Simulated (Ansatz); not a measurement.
# FeCoC6N6: the cost of one run

Computed with Ansatz 0.2.0 (DFT PBE, scalar-relativistic, plane waves, PAW, unless a step's input says otherwise).

## 1. The starting structure

It takes space group Fm-3m (No. 225, cubic). The conventional cell has a = 10.231 Å, b = 10.231 Å, c = 10.231 Å, α = 90.00°, β = 90.00°, γ = 90.00°. Around Fe (site symmetry m-3m) lie 6 C at 1.94 Å. Co (site symmetry m-3m) has 6 N at 2.01 Å in its first shell of neighbours. C (site symmetry 4mm) is surrounded by 1 N at 1.17 Å and 1 Fe at 1.94 Å. Around N (site symmetry 4mm) lie 1 C at 1.17 Å and 1 Co at 2.01 Å.

As a file:

```cif
data_structure
_symmetry_space_group_name_H-M 'Fm-3m'
_symmetry_Int_Tables_number 225
_cell_length_a 10.2310
_cell_length_b 10.2310
_cell_length_c 10.2310
_cell_angle_alpha 90.000
_cell_angle_beta 90.000
_cell_angle_gamma 90.000
_cell_volume 1070.91
loop_
_atom_site_label
_atom_site_type_symbol
_atom_site_symmetry_multiplicity
_atom_site_Wyckoff_symbol
_atom_site_fract_x
_atom_site_fract_y
_atom_site_fract_z
_atom_site_occupancy
Fe1 Fe 4 a 0.00000 0.00000 0.00000 1
Co1 Co 4 b 0.50000 0.00000 0.00000 1
C1 C 24 e 0.18942 0.00000 0.00000 1
N1 N 24 e 0.30378 0.00000 0.00000 1
```

The cell is invented: cyanide-bridged rock-salt net of two metals, 0 guest cations a cell (Fm-3m, No. 225). The dimensions are guesses.

## 2. Probe: one point on a coarse mesh

Contents of input.yaml:

```yaml
crystal:
  lattice:
    - [0.0, 5.1155, 5.1155]
    - [5.1155, 0.0, 5.1155]
    - [5.1155, 5.1155, 0.0]
  atoms:
    - { symbol: Fe, position: [0.0, 0.0, 0.0], spin: 4.0 }
    - { symbol: Co, position: [0.5, 0.5, 0.5], spin: 3.0 }
    - { symbol: C, position: [0.8105757, 0.1894243, 0.1894243] }
    - { symbol: C, position: [0.1894243, 0.8105757, 0.1894243] }
    - { symbol: C, position: [0.1894243, 0.1894243, 0.8105757] }
    - { symbol: C, position: [0.1894243, 0.8105757, 0.8105757] }
    - { symbol: C, position: [0.8105757, 0.1894243, 0.8105757] }
    - { symbol: C, position: [0.8105757, 0.8105757, 0.1894243] }
    - { symbol: "N", position: [0.69621738, 0.30378262, 0.30378262] }
    - { symbol: "N", position: [0.30378262, 0.69621738, 0.30378262] }
    - { symbol: "N", position: [0.30378262, 0.30378262, 0.69621738] }
    - { symbol: "N", position: [0.30378262, 0.69621738, 0.69621738] }
    - { symbol: "N", position: [0.69621738, 0.30378262, 0.69621738] }
    - { symbol: "N", position: [0.69621738, 0.69621738, 0.30378262] }
basis:
  ecutwfc: 420
kpoints:
  mp_grid: { grid: [4, 4, 4] }
hamiltonian:
  xc: pbe
scf:
  occupations: { method: gaussian, width: 0.1 }
  lower_state_search: "off"
output:
  forces: true
  stress: true
  eigenvalues: true
  populations: true
magnetization:
  spin_polarized: true
```

Launch:

```sh
> ansatz run input.yaml --threads 1 --pin off --max-ram 2560MiB --backend cpu --events-out ev --progress --plain --runs-dir out
```

Q: Estimate wall time and peak memory on 1 thread of Intel Xeon at 2.80GHz (Skylake/Cascade Lake), shared host.

About 26 s, with a peak of 0.74 GiB.
